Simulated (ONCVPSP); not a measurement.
# An ONCV potential for tungsten, from input to tests

Do these settings give a usable potential? It is generated, then checked for transferability, scattering, ghosts and hardness.

Method: ONCVPSP 4.0.1, PBE, non-relativistic.

2 further runs of the same task are left out: 1 that didn't finish, 1 set aside as unsound or not needed.

## (1) Starting point

The settings as typed:

```json
{"element": "tungsten (W, Z = 74)", "type": "optimised norm-conserving Vanderbilt (ONCV)", "frozen core": "[Kr] 4d10", "valence charge": "28", "reference configuration": "4f14 5s2 5p6 5d4 6s2", "partial waves": "5s+6s: rc 1.60 bohr, ncon 4, nbas 8, qcut 6.1 1/bohr, 2 projectors; 5p: rc 1.75 bohr, ncon 3, nbas 6, qcut 6.3 1/bohr, 2 projectors, debl 1.2 Ha; 5d: rc 2.40 bohr, ncon 4, nbas 8, qcut 6.3 1/bohr, 2 projectors, debl 0.4 Ha; 4f: rc 0.85 bohr, ncon 4, nbas 8, qcut 20.4 1/bohr, 2 projectors, debl 1.8 Ha", "local potential": "polynomial inside 0.65 bohr (lpopt 4, dvloc0 1 Ha)", "core correction": "polynomial model core, fcfact 0.65"}
```

The outer shells as boxes (Hund's rule for the drawing; the calculation is spin-unpolarised):

```
[Kr] core
4d [↑↓][↑↓][↑↓][↑↓][↑↓]
4f [↑↓][↑↓][↑↓][↑↓][↑↓][↑↓][↑↓]
5s [↑↓]
5p [↑↓][↑↓][↑↓]
5d [↑ ][↑ ][↑ ][↑ ][  ]
6s [↑↓]
```

The nodes and maxima of the atom's own shells, from an earlier all-electron run, set the scale for the radii.

All-electron outer shells of the reference configuration (PBE, non-relativistic, ld1.x):

| shell | level (eV) | outermost node (bohr) | outermost maximum (bohr) |
| --- | --- | --- | --- |
| 4d | -241.75 | 0.22 | 0.45 |
| 5s | -65.03 | 0.58 | 1.05 |
| 4f | -41.90 | – | 0.42 |
| 5p | -40.76 | 0.59 | 1.13 |
| 5d | -5.80 | 0.63 | 1.47 |
| 6s | -4.75 | 1.41 | 2.95 |
| 6p | -1.49 | 1.59 | 3.84 |

## (2) Generation

W.dat reads:

```
# ATOM AND REFERENCE CONFIGURATION
# atsym  z   nc   nv     iexc    psfile
  W 74.00    9    5        4      upf
#
#   n    l    f
    1    0    2.00
    2    0    2.00
    2    1    6.00
    3    0    2.00
    3    1    6.00
    3    2   10.00
    4    0    2.00
    4    1    6.00
    4    2   10.00
    4    3   14.00
    5    0    2.00
    5    1    6.00
    5    2    4.00
    6    0    2.00
#
# PSEUDOPOTENTIAL AND OPTIMIZATION
# lmax
    3
#
#   l,   rc,      ep,       ncon, nbas, qcut
    0    1.60    0.00    4    8    6.10
    1    1.75    0.00    3    6    6.30
    2    2.40    0.00    4    8    6.30
    3    0.85    0.00    4    8   20.40
#
# LOCAL POTENTIAL
# lloc, lpopt,  rc(5),   dvloc0
    4    4    0.65    1.00
#
# VANDERBILT-KLEINMAN-BYLANDER PROJECTORs
# l, nproj, debl
    0    2    3.10
    1    2    1.20
    2    2    0.40
    3    2    1.80
#
# MODEL CORE CHARGE
# icmod, fcfact, rcfact
    1    0.65    0.00
#
# LOG DERIVATIVE ANALYSIS
# epsh1, epsh2, depsh
   -4.00    5.00    0.02
#
# OUTPUT GRID
# rlmax, drl
    6.00    0.01
#
# TEST CONFIGURATIONS
# ncnf
    4
# nvcnf
#   n    l    f
    5
    4    3   14.00
    5    0    2.00
    5    1    6.00
    5    2    4.00
    6    0    1.00
#
    5
    4    3   14.00
    5    0    2.00
    5    1    6.00
    5    2    4.00
    6    0    0.00
#
    5
    4    3   14.00
    5    0    2.00
    5    1    6.00
    5    2    3.00
    6    0    0.00
#
    6
    4    3   14.00
    5    0    2.00
    5    1    6.00
    5    2    4.00
    6    0    0.00
    6    1    2.00
#
```

Launch:

```sh
$ oncvpspnr.x < W.dat > W.out
```

Q: Predict the outcome of this session. Wanted: cutoffs for 1 and 0.1 mHa per electron, occupied waves; bound ghosts; GHOST(+) flags; largest test error; largest phase difference near zero energy, channels read; rms error of d²Exc/dn², without and with the model core; projector energies reset by the program.

As calculated:

```
                                                quantity                               value
  cutoffs for 1 and 0.1 mHa per electron, occupied waves                   182 Ha and 196 Ha
                                            bound ghosts                     s at -354.08 eV
                                          GHOST(+) flags           p at -13 eV, d at 1170 eV
                            largest test error (AE − PS)  -1.7 meV, for 4f14 5s2 5p6 5d4 6s0
largest phase difference near zero energy, channels read                           0.000 rad
 rms error of d²Exc/dn², without and with the model core                   4.90 and 1.06 mHa
                 projector energies reset by the program                 p: -1.498, 0.250 Ha
```

A bound ghost (s) makes it unfit for use: electrons can fall into a state that the atom doesn't have. By total energies transferability is very good: the largest error is 1.7 meV on 21.6 eV, for 4f14 5s2 5p6 5d4 6s0. Atomic tests can pass in spite of a ghost, since they solve only for the levels asked. It counts as very hard, with 182 Ha needed at the looser tolerance. At the looser tolerance the 4f wave is the slowest; 5s needs 17 Ha. Near zero energy the phases of the channels with partial waves agree within 0.001 rad. The program also flags highly localised states, GHOST(+) (p, d). A non-relativistic atom is unphysical at this Z; the numbers test the scheme, not the element.
